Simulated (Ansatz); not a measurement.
# Sc3BP2: the cost of one run

Computed with Ansatz 0.2.0 (DFT PBE, scalar-relativistic, plane waves, PAW, unless a step's input says otherwise).

### Step 1. The structure to begin with

Symmetry: P4/mmm, No. 123, tetragonal system. Conventional cell: a = 4.117 Å, b = 4.117 Å, c = 6.750 Å, α = 90.00°, β = 90.00°, γ = 90.00°. Around Sc (site symmetry 4/mmm) lie 4 Sc at 2.91 Å. Around Sc (site symmetry 4/mmm) lie 4 P at 2.06 Å. Around B (site symmetry 4/mmm) lie 4 P at 2.06 Å. P (site symmetry mmm) is surrounded by 2 Sc at 2.06 Å and 2 B at 2.06 Å.

Coordinates:

```cif
data_structure
_symmetry_space_group_name_H-M 'P4/mmm'
_symmetry_Int_Tables_number 123
_cell_length_a 4.1173
_cell_length_b 4.1173
_cell_length_c 6.7505
_cell_angle_alpha 90.000
_cell_angle_beta 90.000
_cell_angle_gamma 90.000
_cell_volume 114.43
loop_
_atom_site_label
_atom_site_type_symbol
_atom_site_symmetry_multiplicity
_atom_site_Wyckoff_symbol
_atom_site_fract_x
_atom_site_fract_y
_atom_site_fract_z
_atom_site_occupancy
Sc1 Sc 1 a 0.00000 0.00000 0.00000 1
Sc2 Sc 1 b 0.00000 0.00000 0.50000 1
Sc3 Sc 1 c 0.50000 0.50000 0.00000 1
B1 B 1 d 0.50000 0.50000 0.50000 1
P1 P 2 e 0.00000 0.50000 0.50000 1
```

The cell is invented: random cell by space group and Wyckoff sites (P4/mmm, No. 123). Lengths come from tabulated atomic sizes and are only a guess.

### Step 2. A first look at the guess

input.yaml

```yaml
crystal:
  lattice:
    - [4.11725004, 0.0, 0.0]
    - [0.0, 4.11725004, 0.0]
    - [0.0, 0.0, 6.75049075]
  atoms:
    - { symbol: Sc, position: [0.0, 0.0, 0.0] }
    - { symbol: Sc, position: [0.0, 0.0, 0.5] }
    - { symbol: Sc, position: [0.5, 0.5, 0.0] }
    - { symbol: B, position: [0.5, 0.5, 0.5] }
    - { symbol: P, position: [0.0, 0.5, 0.5] }
    - { symbol: P, position: [0.5, 0.0, 0.5] }
basis:
  ecutwfc: 420
kpoints:
  mp_grid: { grid: [4, 4, 4] }
hamiltonian:
  xc: pbe
scf:
  occupations: { method: gaussian, width: 0.1 }
  lower_state_search: "off"
output:
  forces: true
  stress: true
  eigenvalues: true
```

Launch:

```
> ansatz run input.yaml --threads 1 --pin off --max-ram 2560MiB --backend cpu --events-out ev --progress --plain --runs-dir out
```

Q: Estimate wall time and peak memory on 1 thread of Intel Xeon at 2.70GHz, shared host.

About 4.6 s, with a peak of 0.4 GiB.
